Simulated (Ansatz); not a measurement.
# AlH6OPSi: up Jacob's ladder to CCSD(T)

One table from this session's results is given with a row withheld; the runs are named, their logs left out.

Program: Ansatz 0.2.0, Gaussian basis. Level of theory: functionals in def2-TZVPP, the program's frozen cores in correlated methods. These are calculated values, not measurements.

Plan: LDA (SPW92), PBE-D4, revPBE-D4, BLYP-D4, r2SCAN-D4, B97M-V, PBE0-D4, B3LYP-D4, r2SCANh-D4, r2SCAN0-D4, HSE06-D4, BHLYP-D4, CAM-B3LYP-D4, LC-ωPBE, ωB97X-V, ωB97M-V, B2PLYP, PBE-QIDH; CCSD(T)/def2-SVP; CCSD(T)/def2-TZVPP; MP2/def2-QZVPP; extrapolation to the limit; RPA on PBE.

## The geometry

An earlier PBE0-D4 in a triple-zeta def2 set relaxation fixed the geometry.

SMILES `O[P]([AlH2])[SiH3]`, 10 atoms, charge 0, spin multiplicity 1.

Atoms are counted from 1 here; the program's logs count them from 0.

Bond lengths: O1–P2 1.679 Å, O1–H5 0.961 Å, P2–Al3 2.317 Å, P2–Si4 2.253 Å, Al3–H6 1.583 Å, Al3–H7 1.586 Å, Si4–H8 1.487 Å, Si4–H9 1.491 Å, Si4–H10 1.488 Å. Angles: P2–O1–H5 109.1°, O1–P2–Al3 102.3°, O1–P2–Si4 102.5°, Al3–P2–Si4 95.4°, P2–Al3–H6 120.9°, P2–Al3–H7 115.9°, H6–Al3–H7 123.2°, P2–Si4–H8 109.1°, P2–Si4–H9 115.4°, P2–Si4–H10 106.0°, H8–Si4–H9 107.6°, H8–Si4–H10 109.8°, H9–Si4–H10 109.0°.

Set-up of the first run:

Input file in.yaml:

```yaml
crystal:
  periodic: [false, false, false]
  atoms:
    - {symbol: O, position_ang: [-1.323491, 1.582986, -0.033978]}
    - {symbol: P, position_ang: [-0.787275, 0.212309, 0.774163]}
    - {symbol: Al, position_ang: [1.439347, 0.714381, 1.174888]}
    - {symbol: Si, position_ang: [-0.382262, -1.222982, -0.914596]}
    - {symbol: H, position_ang: [-2.265033, 1.692119, 0.123900]}
    - {symbol: H, position_ang: [1.960358, 2.207930, 1.107282]}
    - {symbol: H, position_ang: [2.357463, -0.506306, 1.602584]}
    - {symbol: H, position_ang: [-1.667878, -1.567490, -1.578437]}
    - {symbol: H, position_ang: [0.549994, -0.725093, -1.965794]}
    - {symbol: H, position_ang: [0.201779, -2.438955, -0.287213]}
basis:
  gaussian: {orbitals: def2-TZVPP}
hamiltonian: {xc: lda}
output: {orbitals: {seedname: orbitals}}
```

Launch:

```
> ansatz run in.yaml --threads 2 --pin off --events-out ev --progress --plain --max-ram 4352MiB
```

Steps of the session up to this table: LDA; PBE-D4 (GGA); revPBE-D4 (GGA); BLYP-D4 (GGA); r2SCAN-D4 (meta-GGA); B97M-V (meta-GGA); PBE0-D4 (hybrid); B3LYP-D4 (hybrid); r2SCANh-D4 (hybrid); r2SCAN0-D4 (hybrid); HSE06-D4 (hybrid); BHLYP-D4 (hybrid); CAM-B3LYP-D4 (range-separated); LC-ωPBE (range-separated); ωB97X-V (range-separated); ωB97M-V (range-separated); B2PLYP (double hybrid); PBE-QIDH (double hybrid).

One of the session's tables, all rows but one given; the rest of the session is left out.

It belongs to the step «Orbital energies across the functionals». 

| functional | HOMO (eV) | LUMO (eV) | gap (eV) |
| --- | --- | --- | --- |
| LDA (SPW92) | -5.79 | -2.71 | 3.09 |
| PBE-D4 | ? | ? | ? |
| revPBE-D4 | -5.66 | -2.36 | 3.30 |
| BLYP-D4 | -5.55 | -2.34 | 3.21 |
| r2SCAN-D4 | -5.91 | -2.21 | 3.70 |
| B97M-V | -6.07 | -2.41 | 3.67 |
| PBE0-D4 | -6.76 | -1.74 | 5.02 |
| B3LYP-D4 | -6.55 | -1.92 | 4.63 |
| r2SCANh-D4 | -6.30 | -1.96 | 4.34 |
| r2SCAN0-D4 | -6.89 | -1.59 | 5.30 |
| HSE06-D4 | -6.37 | -2.11 | 4.26 |
| BHLYP-D4 | -7.69 | -0.97 | 6.73 |
| CAM-B3LYP-D4 | -7.98 | -0.81 | 7.17 |
| LC-ωPBE | -9.27 | 0.24 | 9.51 |
| ωB97X-V | -8.96 | 0.13 | 9.09 |
| ωB97M-V | -8.79 | -0.12 | 8.67 |

Q: Estimate the row for PBE-D4 from the others.

As computed: HOMO (eV): -5.70; LUMO (eV): -2.47; gap (eV): 3.23. In the column «HOMO (eV)» it lies between LDA (SPW92) (-5.79) and revPBE-D4 (-5.66).
